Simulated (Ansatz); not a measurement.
This script drives the Python package of Ansatz (0.2.0).

`run_dimer.py`:
```python
"""Interaction energy of two H4OSi molecules, with the counterpoise correction."""

import ansatz as az

config = {
    "basis": "def2-SVPD",
    "xc": "r2SCAN",
}

FIRST = [
    ("O", (0.6099, -0.9822, 0.3985)),
    ("Si", (-0.0571, 0.3744, -0.1976)),
    ("H", (0.1066, -1.6224, 0.8918)),
    ("H", (-1.1317, 0.0436, -1.1349)),
    ("H", (1.0841, 1.0, -0.8452)),
    ("H", (-0.6118, 1.1866, 0.8873)),
]
SECOND = [
    ("O", (-0.6362, 5.1404, -0.4885)),
    ("Si", (-0.7224, 4.2061, -1.8153)),
    ("H", (-0.1491, 5.9583, -0.4729)),
    ("H", (-1.3344, 4.9465, -2.92)),
    ("H", (-1.5502, 3.1076, -1.3449)),
    ("H", (0.6171, 3.7761, -2.2214)),
]

def energy(atoms, ghosts=()):
    molecule = az.Crystal.molecule()
    for symbol, xyz in atoms:
        molecule = molecule.atom(symbol, xyz)
    calc = (
        molecule.calculation()
        .basis(gaussian=config["basis"])
        .functional(config["xc"])
    )
    deck = calc.input()
    if ghosts:
        deck = deck.set(az.key.basis.gaussian.ghost_atoms, [{"symbol": s, "position_ang": list(xyz)} for s, xyz in ghosts])
    return az.Session.from_dict(deck).plan().execute().report["free_energy_ev"]


def main() -> None:
    # monomers in their own basis and in the basis of the dimer
    both = energy(FIRST + SECOND)
    alone = energy(FIRST) + energy(SECOND)
    ghosted = energy(FIRST, SECOND) + energy(SECOND, FIRST)
    print(f"dimer {both:.6f} eV")
    print(f"interaction, uncorrected   {23.060548 * (both - alone):8.3f} kcal/mol")
    print(f"interaction, counterpoise  {23.060548 * (both - ghosted):8.3f} kcal/mol")
    print(f"basis-set superposition    {23.060548 * (alone - ghosted):8.3f} kcal/mol")


if __name__ == "__main__":
    main()
```

It is started by `python run_dimer.py`. Estimate its wall time and peak memory on 1 thread of Arm Neoverse V2, with other jobs on the host.

It took about 26 s, with a peak of 0.26 GiB, for 5 runs of the engine.

`python run_dimer.py` gives:
```text
dimer -19969.555571 eV
interaction, uncorrected     -1.138 kcal/mol
interaction, counterpoise    -0.479 kcal/mol
basis-set superposition       0.659 kcal/mol
```

Uncorrected it is -1.138 kcal/mol, with the counterpoise correction -0.479 kcal/mol; the difference, 0.66 kcal/mol, is the superposition error.

Reading the output:
- Total energies depend on the basis set; only differences at equal settings carry meaning.
- The dimer is a generated trial pose of unrelaxed monomers, not a minimum, so the figure is no binding energy, and the basis set is small.
- This level lacks the dispersion part of the attraction (electrostatics and induction are there), which can decide the sign where the interaction is weak.

(Lines on the test bed's own set-up are left out of the output.)
